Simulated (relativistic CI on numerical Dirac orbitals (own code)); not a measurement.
# Pr XLIII (Pr⁴²⁺): levels and lines

What are the lowest levels and the strongest lines of Pr⁴²⁺? One CI run answers it; runs with one setting changed show what the result hangs on.

Method: Dirac-Coulomb-Breit CI, KLI orbitals optimised for each configuration, model QED (radiative potential, 1s self-energy scaled to tabulated hydrogen-like ionisation energies). Code: relativistic CI on numerical Dirac orbitals (own code) version 4.

### 1 Starting point

- ion: Pr⁴²⁺ (Pr XLIII)
- nuclear charge: 59
- electrons: 17
- isotope: A = 141
- first configuration typed: [Ne] 3s2 3p5

Outer shells as boxes (Hund's rule):

first configuration typed
```
[Ne] core
3s [↑↓]
3p [↑↓][↑↓][↑ ]
```

### 2 The main run

Input settings:

```ini
atom Pr  Z=59  charge=42  electrons=17
nucleus A=141  rms_radius_fm=4.8919
hamiltonian dirac-coulomb  breit=on  qed=on  c_scale=1
orbitals kli  potential=per-configuration
slater_scale 1
correlation none
mixing on
configurations
  [Ne] 3s2 3p5
  [Ne] 3s 3p6
  [Ne] 3s2 3p4 3d
  [Ne] 3s 3p5 3d
  [Ne] 3p6 3d
  [Ne] 3s 3p4 3d2
  [Ne] 3s2 3p3 3d 4p
  [Ne] 3p6 4s
  [Ne] 3s 3p4 3d 4s
  [Ne] 3s2 3p4 4s
  [Ne] 3p6 4p
  [Ne] 3s2 3p4 4p
  [Ne] 3s2 3p3 3d2
  [Ne] 3s2 3p2 3d3
  [Ne] 3s 3p3 3d3
  [Ne] 3s2 3p2 3d2 4s
  [Ne] 3s2 3p2 3d2 4p
end
```

Started as:

```
$ python run_levels.py task.json out
```

One command runs all members of the session, one after another, from task.json.

### 3 Non-relativistic limit (c × 1000)

Changes to the settings of step 2:

```diff
@@ -2,3 +2,3 @@
 nucleus A=141  rms_radius_fm=4.8919
-hamiltonian dirac-coulomb  breit=on  qed=on  c_scale=1
+hamiltonian dirac-coulomb  breit=off  qed=off  c_scale=1000
 orbitals kli  potential=per-configuration
```

### 4 The first 3 configurations alone

Input settings:

```ini
atom Pr  Z=59  charge=42  electrons=17
nucleus A=141  rms_radius_fm=4.8919
hamiltonian dirac-coulomb  breit=on  qed=on  c_scale=1
orbitals kli  potential=per-configuration
slater_scale 1
correlation none
mixing on
configurations
  [Ne] 3s2 3p5
  [Ne] 3s 3p6
  [Ne] 3s2 3p4 3d
end
```

(Steps that only read results are left out.)

**Question.** What will these runs give? Wanted: lowest level; first excitation; lowest level of the other parity; fastest E1 line; ionisation energy.

The runs gave:

| run | time | mean size of shift, levels followed (cm⁻¹) | lowest level | ionisation energy (eV) |
| --- | --- | --- | --- | --- |
| main run | 1 s | 0 | 3p5 2P°3/2 | 3318.6 |
| non-relativistic limit (c × 1000) | 0.72 s | 403004 | 3p5 2P°3/2 | - |
| the first 3 configurations alone | 0.068 s | 17166 | 3p5 2P°3/2 | - |

The tabulated theoretical ionisation energy (NIST) is 3319 eV.

| quantity | value |
| --- | --- |
| lowest level | 3p5 2P°3/2 |
| first excitation | 3p5 2P°1/2, 951497 cm⁻¹ |
| lowest level of the other parity | 3p4 3d [3p3/2^2 3d3/2] J=3/2, 175.56 eV |
| levels in the model | 2504 |
| fastest E1 line (by rate) to the lowest level among the lowest 200 of 2504 levels | 3.784 nm, from 3p4 3d [3p1/2 3p3/2^3 3d3/2] J=5/2 (ii) |
| ionisation energy | 3318.6 eV |
| ionisation energy, tabulated theoretical (NIST) | 3319 eV |

3p5 2P°3/2 comes out lowest; its LS label holds 99 % and its jj label 99 %; over the low levels the means are 57 and 92 %, so jj coupling describes them better. The ionisation energy agrees with the tabulated theoretical value within its uncertainty of 4 eV. The largest mover is «non-relativistic limit (c × 1000)» (403004 cm⁻¹ on average). Lifetimes count radiative decay inside the model alone.
